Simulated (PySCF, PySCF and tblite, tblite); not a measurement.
**C7H11BrO: conformers and averaged spectra**

Which conformers does C7H11BrO (`COC1=CCCC[C@@H]1Br`) populate, and what do their averaged NMR parameters look like?

Programs: PySCF 2.14.0 with density-fitted response routines of our own, and tblite 0.8.0. All values are computed, except where a source is named. Atoms count from 0 throughout.

### Step 1. The molecule as given

20 atoms, charge 0, multiplicity 1; geometry from: MMFF94s geometry.

Bonds of the start (Å): C0–H10 1.08, C0–H11 1.09, C0–H9 1.10, C0–O1 1.43, C2–C3 1.35, C2–C7 1.52, C3–C4 1.50, C3–H12 1.08, C4–C5 1.53, C4–H13 1.09, C4–H14 1.10, C5–C6 1.53, C5–H15 1.09, C5–H16 1.10, C6–C7 1.54, C6–H17 1.09, C6–H18 1.11, C7–Br8 1.96, C7–H19 1.10, O1–C2 1.36.

### Step 2. GFN2-xTB relaxation, conformer 1

What the job is given:

```
{"job": {"xc": "GFN2-xTB", "basis": "xTB", "kind": "relax"}, "charge": 0, "multiplicity": 1}
C      3.055600    -0.423300     0.243100
O      1.996800     0.400600     0.747200
C      0.724300     0.168900     0.311300
C      0.331000    -0.826900    -0.510500
C     -1.087500    -1.063100    -0.935400
C     -2.027500     0.110200    -0.656700
C     -1.746500     0.726100     0.714400
C     -0.280600     1.159600     0.876500
Br    -0.010800     2.873000    -0.038100
H      2.906000    -1.465400     0.548300
H      3.986800    -0.070400     0.671700
H      3.114400    -0.332900    -0.843100
H      1.040600    -1.559100    -0.866500
H     -1.455100    -1.961100    -0.439800
H     -1.105400    -1.263700    -2.016300
H     -3.066000    -0.227600    -0.697100
H     -1.903000     0.876500    -1.430300
H     -2.432400     1.556300     0.893800
H     -1.975700    -0.026800     1.490400
H     -0.070200     1.359900     1.933900
```

Command:

```sh
$ OMP_NUM_THREADS=1 python ens_run.py task.json out
```

The driver reads the study from task.json and runs its stages one after another.

The log of the run:

```text
step      E/eV     max force
  0    -782.09076    1.210
  1    -782.11700    0.897
  2    -782.13184    0.316
  3    -782.14444    0.353
  4    -782.15714    0.383
  5    -782.16316    0.259
  6    -782.16940    0.158
  7    -782.17411    0.231
  8    -782.17762    0.158
  9    -782.18003    0.150
 10    -782.18223    0.118
 11    -782.18424    0.173
 12    -782.18624    0.150
 13    -782.18823    0.154
 14    -782.19012    0.128
 15    -782.19164    0.121
 16    -782.19266    0.092
 17    -782.19347    0.083
 18    -782.19437    0.092
 19    -782.19540    0.109
 20    -782.19637    0.100
 21    -782.19714    0.068
 22    -782.19778    0.066
 23    -782.19837    0.080
 24    -782.19885    0.068
 25    -782.19915    0.039
 26    -782.19915    0.039
 27    -782.19927    0.032
 28    -782.19949    0.042
 29    -782.19954    0.026
 30    -782.19960    0.030
 31    -782.19966    0.025
 32    -782.19970    0.016
 33    -782.19974    0.017
 34    -782.19976    0.018
 35    -782.19979    0.012
 36    -782.19981    0.013
 37    -782.19984    0.015
 38    -782.19986    0.011
 39    -782.19987    0.008
 40    -782.19988    0.008
 41    -782.19989    0.009
 42    -782.19990    0.009
 43    -782.19991    0.007
 44    -782.19992    0.007
 45    -782.19993    0.007
 46    -782.19993    0.007
 47    -782.19994    0.004
 48    -782.19994    0.006
 49    -782.19995    0.005
 50    -782.19995    0.008
 51    -782.19996    0.007
 52    -782.19996    0.005
 53    -782.19997    0.005
 54    -782.19997    0.003
```

Run time: 0.47 s. Hardware: 1 thread of Arm Neoverse V1, shared host.

The energy fell by 0.109 eV, and the atoms moved 0.08 Å (root mean square).

GFN2-xTB relaxation, conformer 2:

What the job is given:

```
{"job": {"xc": "GFN2-xTB", "basis": "xTB", "kind": "relax"}, "charge": 0, "multiplicity": 1}
C      3.086000    -0.020300    -0.016700
O      1.959100    -0.767800    -0.486000
C      0.701100    -0.332400    -0.167200
C      0.403900     0.830400     0.460900
C     -0.994000     1.324400     0.701700
C     -2.032600     0.628100    -0.189500
C     -1.813700    -0.876300    -0.175100
C     -0.405200    -1.237700    -0.667600
Br    -0.044400    -3.095800    -0.108900
H      3.983900    -0.537600    -0.324500
H      3.081200     0.042800     1.075500
H      3.083500     0.976900    -0.465100
H      1.183100     1.475700     0.851800
H     -1.021500     2.402300     0.490200
H     -1.249600     1.197600     1.754100
H     -1.952800     1.000900    -1.204500
H     -3.035600     0.874700     0.168100
H     -1.978100    -1.249100     0.852100
H     -2.571500    -1.365600    -0.791200
H     -0.388000    -1.260600    -1.761100
```

The log of the run:

```text
step      E/eV     max force
  0    -782.02851    1.441
  1    -782.05382    1.039
  2    -782.06830    0.335
  3    -782.07931    0.328
  4    -782.09575    0.449
  5    -782.10411    0.255
  6    -782.11137    0.162
  7    -782.11636    0.216
  8    -782.12035    0.190
  9    -782.12278    0.103
 10    -782.12473    0.102
 11    -782.12647    0.145
 12    -782.12809    0.116
 13    -782.12948    0.106
 14    -782.13057    0.094
 15    -782.13144    0.080
 16    -782.13212    0.068
 17    -782.13268    0.049
 18    -782.13326    0.056
 19    -782.13394    0.075
 20    -782.13473    0.091
 21    -782.13554    0.080
 22    -782.13626    0.067
 23    -782.13688    0.066
 24    -782.13739    0.058
 25    -782.13776    0.041
 26    -782.13801    0.043
 27    -782.13817    0.038
 28    -782.13817    0.038
 29    -782.13824    0.030
 30    -782.13834    0.017
 31    -782.13837    0.019
 32    -782.13844    0.018
 33    -782.13848    0.018
 34    -782.13853    0.016
 35    -782.13855    0.014
 36    -782.13858    0.011
 37    -782.13860    0.011
 38    -782.13862    0.010
 39    -782.13863    0.015
 40    -782.13865    0.015
 41    -782.13867    0.011
 42    -782.13869    0.012
 43    -782.13872    0.015
 44    -782.13874    0.016
 45    -782.13877    0.014
 46    -782.13881    0.015
 47    -782.13884    0.012
 48    -782.13886    0.012
 49    -782.13889    0.014
 50    -782.13891    0.012
 51    -782.13893    0.012
 52    -782.13895    0.007
 53    -782.13896    0.009
 54    -782.13897    0.010
 55    -782.13899    0.011
 56    -782.13901    0.009
 57    -782.13902    0.008
 58    -782.13903    0.009
 59    -782.13905    0.010
 60    -782.13907    0.012
 61    -782.13909    0.011
 62    -782.13911    0.011
 63    -782.13913    0.010
 64    -782.13916    0.013
 65    -782.13918    0.013
 66    -782.13921    0.013
 67    -782.13923    0.012
 68    -782.13925    0.010
 69    -782.13926    0.009
 70    -782.13927    0.008
 71    -782.13928    0.009
 72    -782.13929    0.008
 73    -782.13930    0.006
 74    -782.13931    0.005
 75    -782.13931    0.005
 76    -782.13931    0.005
 77    -782.13932    0.005
 78    -782.13932    0.005
 79    -782.13933    0.005
 80    -782.13933    0.006
 81    -782.13934    0.006
 82    -782.13934    0.005
 83    -782.13934    0.006
 84    -782.13935    0.006
 85    -782.13935    0.006
 86    -782.13936    0.007
 87    -782.13936    0.006
 88    -782.13937    0.004
 89    -782.13937    0.004
 90    -782.13937    0.003
```

Run time: 0.72 s. Hardware: 1 thread of Arm Neoverse V1, shared host.

Gain 0.111 eV; displacement 0.09 Å root mean square.

### Step 3. Shieldings, conformer 1: WP04/pcSseg-1 in dimethylsulfoxide

What the job is given:

```
{"job": {"xc": "WP04", "basis": "pcSseg-1", "solvent": "dimethylsulfoxide", "kind": "nmr", "pop": true}, "charge": 0, "multiplicity": 1}
C      3.004887    -0.392280     0.258328
O      1.950988     0.395174     0.751341
C      0.685181     0.133844     0.305579
C      0.311710    -0.847815    -0.511106
C     -1.108161    -1.068859    -0.937778
C     -1.987850     0.147108    -0.663601
C     -1.721721     0.672643     0.741682
C     -0.280970     1.130657     0.858047
Br    -0.039163     2.844697    -0.124881
H      2.889413    -1.441022     0.551563
H      3.910791     0.012336     0.705921
H      3.074272    -0.326023    -0.831966
H      1.028142    -1.566254    -0.877924
H     -1.501836    -1.939976    -0.400603
H     -1.130192    -1.314417    -2.002297
H     -3.039939    -0.119599    -0.773114
H     -1.764111     0.933436    -1.387246
H     -2.397535     1.495634     0.981215
H     -1.883999    -0.125893     1.471531
H     -0.005056     1.387287     1.882272
```

The log of the run:

```text
coarse grid: 75968 points
cycle   1  E = -2943.4574487705  dE = -1.372e-01  |g| = 9.579e-01  |ddm| = 4.168e+00
cycle   2  E = -2943.3000691251  dE =  1.574e-01  |g| = 1.269e+00  |ddm| = 1.789e+00
cycle   3  E = -2943.6083749287  dE = -3.083e-01  |g| = 2.345e-01  |ddm| = 1.197e+00
cycle   4  E = -2943.6153842592  dE = -7.009e-03  |g| = 1.161e-01  |ddm| = 2.325e-01
cycle   5  E = -2943.6182773252  dE = -2.893e-03  |g| = 3.073e-02  |ddm| = 1.115e-01
cycle   6  E = -2943.6184846817  dE = -2.074e-04  |g| = 9.977e-03  |ddm| = 3.399e-02
cycle   7  E = -2943.6185055428  dE = -2.086e-05  |g| = 3.181e-03  |ddm| = 1.029e-02
cycle   8  E = -2943.6185075301  dE = -1.987e-06  |g| = 6.817e-04  |ddm| = 3.342e-03
final grid: 161832 points
cycle   9  E = -2943.6184784388  dE =  1.017e-08  |g| = 1.083e-03  |ddm| = 3.801e-03
cycle  10  E = -2943.6184778502  dE =  5.886e-07  |g| = 1.883e-03  |ddm| = 2.540e-03
cycle  11  E = -2943.6184787089  dE = -8.587e-07  |g| = 1.615e-04  |ddm| = 1.673e-03
cycle  12  E = -2943.6184787151  dE = -6.140e-09  |g| = 2.995e-05  |ddm| = 1.457e-04
cycle  13  E = -2943.6184787153  dE = -2.005e-10  |g| = 9.709e-06  |ddm| = 3.360e-05
converged SCF energy = -2943.6184787153

GIAO shielding tensors (ppm)
atom      isotropic    diamagn.    paramagn.     s11        s22        s33       span
  0 C      117.277     244.562    -127.285     86.992     98.335    166.503     79.511
  1 O      210.597     402.110    -191.513    114.097    253.124    264.570    150.474
  2 C       10.527     257.604    -247.077    -87.599     32.414     86.766    174.366
  3 C       67.914     261.277    -193.362    -12.218     59.365    156.596    168.814
  4 C      145.491     249.585    -104.094    138.350    146.697    151.426     13.076
  5 C      151.387     249.442     -98.055    147.601    150.276    156.283      8.683
  6 C      137.095     248.974    -111.878    125.859    134.286    151.141     25.282
  7 C      105.694     247.923    -142.229     67.385    110.199    139.499     72.114
  8 Br    1964.124    3131.338   -1167.214   1279.480   1588.885   3024.008   1744.529
  9 H       28.314      29.522      -1.208     24.807     25.797     34.338      9.530
 10 H       28.012      27.053       0.959     23.888     26.066     34.082     10.195
 11 H       28.472      29.840      -1.368     25.380     25.947     34.090      8.710
 12 H       27.145      34.793      -7.649     23.394     27.733     30.308      6.914
 13 H       29.678      30.260      -0.582     25.357     27.559     36.119     10.762
 14 H       29.683      29.517       0.167     25.393     27.676     35.981     10.587
 15 H       30.343      28.039       2.304     25.611     28.140     37.280     11.669
 16 H       29.950      31.406      -1.456     25.142     31.188     33.519      8.377
 17 H       29.848      29.165       0.683     25.029     29.111     35.404     10.375
 18 H       29.848      31.212      -1.364     26.008     27.512     36.022     10.014
 19 H       27.267      30.851      -3.584     23.476     25.219     33.105      9.629
```

Wall time 72 s (1 thread of Arm Neoverse V1, shared host); peak memory 1.2 GiB.

This run: HOMO -7.67 eV, LUMO -2.72 eV; dipole 3.93 D.

Orbitals, density, ELF and potential are computed afterwards from the orbital file.

Frontier orbitals at WP04/pcSseg-1, with the share of their density that lies nearest to each atom:

```tsv
orbital	energy (eV)	lies on
HOMO	-7.67	C3 33 %; O1 22 %; C2 21 %
LUMO	-2.72	Br8 36 %; C7 26 %; C3 14 %
```

ELF in a plane through or near 10 of the atoms.

Ten even steps from '0' (0.00) to '9' (1.00):
```
0000000000000000000000000000
0000000000000000000000000000
0000000000000000000000000000
0000000000000000000000000000
0000000000000010000110000000
0000000024201564117993000000
0000261048701534449996000000
0004998158734844858971000000
0007999663174977736400000000
0005999257648220398432000000
0000354233057820353799700000
0000003651042576785999900000
0000001210595293284799800000
0000000001999553241044000000
0000000002999126740000000000
0000000000351014520000000000
0000000000000001100000000000
0000000000000000000000000000
0000000000000000000000000000
0000000000000000000000000000
```
The map spans 13.0 Å across and 9.8 Å up, centred on the molecule. Atoms in the plane (x, y in Å): C0 (-3.0, 0.0), O1 (-1.9, 0.9), C2 (-0.7, 0.3), C3 (-0.4, -1.0), C4 (1.0, -1.5), C7 (0.4, 1.4), H10 (-3.9, 0.7), H12 (-1.2, -1.7), H15 (3.0, -0.7), H17 (2.5, 1.6).

log10 of the density (e/Å³) in the same plane.

Ten even steps from '0' (-4.0) to '9' (1.6):
```
0000000000000000000000000000
0000000000000111100000000000
0000000000012222211000000000
0000000000123344332210000000
0000000012234454433321000000
0000122244445666555543100000
0001334456655677666653200000
0013456568866797777653200000
0023577678877777777643200000
0023567877779765677654310000
0013467876677765677765420000
0002346665567977777775420000
0001234554577877876665410000
0000123334577667765443210000
0000011223565556664322100000
0000000012343345543210000000
0000000001122233432100000000
0000000000000112211000000000
0000000000000000000000000000
0000000000000000000000000000
```
The map spans 13.0 Å across and 9.8 Å up, centred on the molecule. Atoms in the plane (x, y in Å): C0 (-3.0, 0.0), O1 (-1.9, 0.9), C2 (-0.7, 0.3), C3 (-0.4, -1.0), C4 (1.0, -1.5), C7 (0.4, 1.4), H10 (-3.9, 0.7), H12 (-1.2, -1.7), H15 (3.0, -0.7), H17 (2.5, 1.6).

On the surface of density 0.002 e/bohr³ the electrostatic potential runs, from the 1st to the 99th percentile, from -1.59 V near O1 to 1.04 V near H12.

(Part 1 of 2 ends here.)
